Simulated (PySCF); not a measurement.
# C₅H₁₁OP: magnetic properties

Wanted: magnetic properties for C₅H₁₁OP (`CCP1(=O)CCC1`).

Computed with PySCF 2.14.0 and routines of our own; the level stands in each step. Atoms count from 0.

## 1. The starting structure

18 atoms, charge 0, multiplicity 1; geometry from: GFN2-xTB.

## 2. Magnetic properties: GIAO B97-2/pcSseg-1

Job settings and geometry (Å):

```
{"job": {"kind": "mag", "xc": "B97-2", "basis": "pcSseg-1", "isotopologues": 2}, "charge": 0, "multiplicity": 1}
C      2.494322    -0.178450     0.049511
C      1.180444    -0.901318    -0.205187
P     -0.073621     0.338619    -0.732046
O      0.307135     1.128480    -1.906838
C     -1.758359    -0.428497    -0.596279
C     -1.879851     0.103634     0.844764
C     -0.759734     1.159794     0.783808
H      2.387428     0.528872     0.870541
H      2.782944     0.378808    -0.839660
H      3.287384    -0.881642     0.296356
H      0.832279    -1.431927     0.680648
H      1.285752    -1.614997    -1.026274
H     -2.438122     0.079401    -1.280715
H     -1.872540    -1.502905    -0.717616
H     -2.860971     0.507831     1.090153
H     -1.640921    -0.675534     1.567721
H     -0.144429     1.250200     1.675580
H     -1.137900     2.145950     0.513910
```

Method: GIAO B97-2/pcSseg-1 magnetisability, rotational g tensor and spin-rotation constants, non-relativistic, gas phase.

Command:

```sh
> OMP_NUM_THREADS=1 python excited_run.py task.json out
```

This one command runs all jobs of the session in turn.

Output:

```text
coarse grid: 14960 points
cycle   1  E = -613.3888587428  dE =  9.579e-01  |g| = 9.459e-01  |ddm| = 3.811e+00
cycle   2  E = -612.7275056431  dE =  6.614e-01  |g| = 1.990e+00  |ddm| = 3.540e+00
cycle   3  E = -613.5524653396  dE = -8.250e-01  |g| = 2.726e-01  |ddm| = 2.948e+00
cycle   4  E = -613.5695234802  dE = -1.706e-02  |g| = 8.837e-02  |ddm| = 3.193e-01
cycle   5  E = -613.5713785467  dE = -1.855e-03  |g| = 1.194e-02  |ddm| = 7.088e-02
cycle   6  E = -613.5714038065  dE = -2.526e-05  |g| = 5.931e-03  |ddm| = 1.514e-02
cycle   7  E = -613.5714127220  dE = -8.916e-06  |g| = 9.529e-04  |ddm| = 6.820e-03
final grid: 138272 points
cycle   8  E = -613.6189772685  dE = -6.460e-05  |g| = 5.783e-03  |ddm| = 3.083e-02
cycle   9  E = -613.6189621380  dE =  1.513e-05  |g| = 1.056e-02  |ddm| = 1.467e-02
cycle  10  E = -613.6189829936  dE = -2.086e-05  |g| = 9.320e-04  |ddm| = 1.036e-02
cycle  11  E = -613.6189831513  dE = -1.577e-07  |g| = 3.634e-04  |ddm| = 1.171e-03
cycle  12  E = -613.6189831832  dE = -3.194e-08  |g| = 5.070e-05  |ddm| = 3.771e-04
cycle  13  E = -613.6189831836  dE = -4.368e-10  |g| = 2.685e-05  |ddm| = 7.134e-05
converged SCF energy = -613.6189831836

Magnetisability tensor (1e-30 J/T^2)
    -1302.87      -79.71       33.93
      -79.71    -1264.22      -27.78
       33.93      -27.78    -1324.68
isotropic -1297.26   principal values   -1368.33  -1335.38  -1188.06
isotropic susceptibility -78.123 1e-6 cm^3/mol

Inertial axes            a          b          c
rot. const./GHz      3.3743     1.7524     1.5269
chi total           -78.282    -76.989    -79.097
chi diamagnetic    -477.147   -835.968   -926.927
chi paramagnetic    398.865    758.979    847.830
quadrupole/D A        5.193     -8.622      3.429
g nuclear            0.6062     0.6170     0.5977
g electronic        -0.6323    -0.6249    -0.6082
g total             -0.0260    -0.0079    -0.0105

Spin-rotation constants (kHz, H = +C I.J)
atom  isotope        aa         bb         cc
  2    31P        6.181      2.289      2.687
  7     1H       -0.319     -0.167     -0.024
  8     1H       -0.257     -0.013     -0.160
  9     1H       -0.111     -0.123     -0.146
 10     1H       -0.307      0.007     -0.180
 11     1H       -0.313     -0.174     -0.008
 12     1H       -0.177     -0.017     -0.178
 13     1H       -0.367     -0.189      0.049
 14     1H        0.086     -0.197     -0.155
 15     1H       -0.363      0.018     -0.158
 16     1H       -0.301     -0.032     -0.116
 17     1H       -0.307     -0.105     -0.046
  0    13C*       0.449      0.223      0.181
  1    13C*       0.536      0.260      0.248
  3    17O*      -0.585     -0.426     -0.160
  4    13C*       0.554      0.311      0.285
  5    13C*       0.466      0.237      0.185
* in the singly substituted isotopologue

Isotopologues: g along a, b, c
2H    at 7,8,9,10,11,12    -0.0226    -0.0062    -0.0091
13C   at 0                 -0.0262    -0.0075    -0.0103
```

Run time: 34 s. Hardware: 1 thread of Intel Xeon Platinum 8488C, shared host; peak memory 0.8 GiB.

From this job:

```
              quantity                      value
       magnetisability           -1297·10⁻³⁰ J/T²
  molar susceptibility         -78.1·10⁻⁶ cm³/mol
rotational g (a, b, c)  -0.0260, -0.0079, -0.0105
```

## 3. Magnetic properties: GIAO B97-D/6-31G*

Settings changed since step 2:

```diff
@@ -1,2 +1,2 @@
-{"job": {"kind": "mag", "xc": "B97-2", "basis": "pcSseg-1", "isotopologues": 2}, "charge": 0, "multiplicity": 1}
+{"job": {"kind": "mag", "xc": "B97-D", "basis": "6-31G*", "scf": {"aux": "def2-universal-jkfit"}}, "charge": 0, "multiplicity": 1}
 C      2.494322    -0.178450     0.049511
```

With the program's defaults for keys left out, this is: GIAO B97-D/6-31G* magnetisability, rotational g tensor and spin-rotation constants, non-relativistic, gas phase.

Output:

```text
final grid: 138272 points
cycle   1  E = -613.2414180864  dE =  8.240e-01  |g| = 1.086e+00  |ddm| = 3.915e+00
cycle   2  E = -611.5901342418  dE =  1.651e+00  |g| = 2.777e+00  |ddm| = 5.450e+00
cycle   3  E = -613.4189153696  dE = -1.829e+00  |g| = 5.624e-01  |ddm| = 4.957e+00
cycle   4  E = -613.4982119315  dE = -7.930e-02  |g| = 1.587e-01  |ddm| = 7.809e-01
cycle   5  E = -613.5040001398  dE = -5.788e-03  |g| = 3.601e-02  |ddm| = 1.506e-01
cycle   6  E = -613.5042645157  dE = -2.644e-04  |g| = 1.677e-02  |ddm| = 5.039e-02
cycle   7  E = -613.5043380352  dE = -7.352e-05  |g| = 3.894e-03  |ddm| = 2.182e-02
cycle   8  E = -613.5043413103  dE = -3.275e-06  |g| = 1.149e-03  |ddm| = 4.774e-03
cycle   9  E = -613.5043415900  dE = -2.797e-07  |g| = 3.580e-04  |ddm| = 1.092e-03
cycle  10  E = -613.5043416156  dE = -2.565e-08  |g| = 1.092e-04  |ddm| = 4.833e-04
cycle  11  E = -613.5043416187  dE = -3.043e-09  |g| = 2.665e-05  |ddm| = 1.553e-04
cycle  12  E = -613.5043416189  dE = -1.671e-10  |g| = 8.603e-06  |ddm| = 4.250e-05
converged SCF energy = -613.5043416189

Magnetisability tensor (1e-30 J/T^2)
    -1268.19      -72.88       29.68
      -72.88    -1232.94      -27.82
       29.68      -27.82    -1285.05
isotropic -1262.06   principal values   -1326.75  -1297.05  -1162.38
isotropic susceptibility -76.003 1e-6 cm^3/mol

Inertial axes            a          b          c
rot. const./GHz      3.3743     1.7524     1.5269
chi total           -76.180    -74.786    -77.043
chi diamagnetic    -475.043   -834.250   -924.829
chi paramagnetic    398.863    759.464    847.786
quadrupole/D A        4.972     -8.189      3.217
g nuclear            0.6062     0.6170     0.5977
g electronic        -0.6323    -0.6252    -0.6081
g total             -0.0260    -0.0083    -0.0104

Spin-rotation constants (kHz, H = +C I.J)
atom  isotope        aa         bb         cc
  2    31P        5.726      2.105      2.492
  7     1H       -0.333     -0.170     -0.024
  8     1H       -0.272     -0.011     -0.167
  9     1H       -0.115     -0.128     -0.155
 10     1H       -0.320      0.005     -0.181
 11     1H       -0.329     -0.177     -0.009
 12     1H       -0.187     -0.023     -0.184
 13     1H       -0.381     -0.195      0.046
 14     1H        0.087     -0.203     -0.163
 15     1H       -0.370      0.018     -0.163
 16     1H       -0.315     -0.037     -0.118
 17     1H       -0.321     -0.109     -0.051
  0    13C*       0.423      0.211      0.172
  1    13C*       0.505      0.247      0.234
  3    17O*      -0.538     -0.401     -0.148
  4    13C*       0.522      0.289      0.266
  5    13C*       0.447      0.228      0.176
* in the singly substituted isotopologue
```

Run time: 31 s. Hardware: 1 thread of Intel Xeon Platinum 8488C, shared host; peak memory 0.56 GiB.

Key values:

| quantity | value |
| --- | --- |
| magnetisability | -1262·10⁻³⁰ J/T² |
| molar susceptibility | -76.0·10⁻⁶ cm³/mol |
| rotational g (a, b, c) | -0.0260, -0.0083, -0.0104 |

## 4. The levels compared

| level | ξ (10⁻³⁰ J/T²) | g(a) | g(b) | gap (eV) | functions | time |
| --- | --- | --- | --- | --- | --- | --- |
| GIAO B97-2/pcSseg-1 | -1297 | -0.0260 | -0.0079 | 8.12 | 181 | 34 s |
| GIAO B97-D/6-31G* | -1262 | -0.0260 | -0.0083 | 6.75 | 124 | 31 s |

## 5. Outcome

| quantity | value |
| --- | --- |
| magnetisability (step 2, GIAO B97-2/pcSseg-1) | -1297·10⁻³⁰ J/T² |
| molar susceptibility (step 2, GIAO B97-2/pcSseg-1) | -78.1·10⁻⁶ cm³/mol |
| rotational g (a, b, c) (step 2, GIAO B97-2/pcSseg-1) | -0.0260, -0.0079, -0.0105 |
| magnetisability over the levels | -1297 to -1262·10⁻³⁰ J/T² |

**Reading.** The magnetisability spreads by 2.8 % over 2 levels of like cost. Two levels can agree by chance, so this spread shows no convergence. Vibrational averaging and real surroundings are missing from these values.
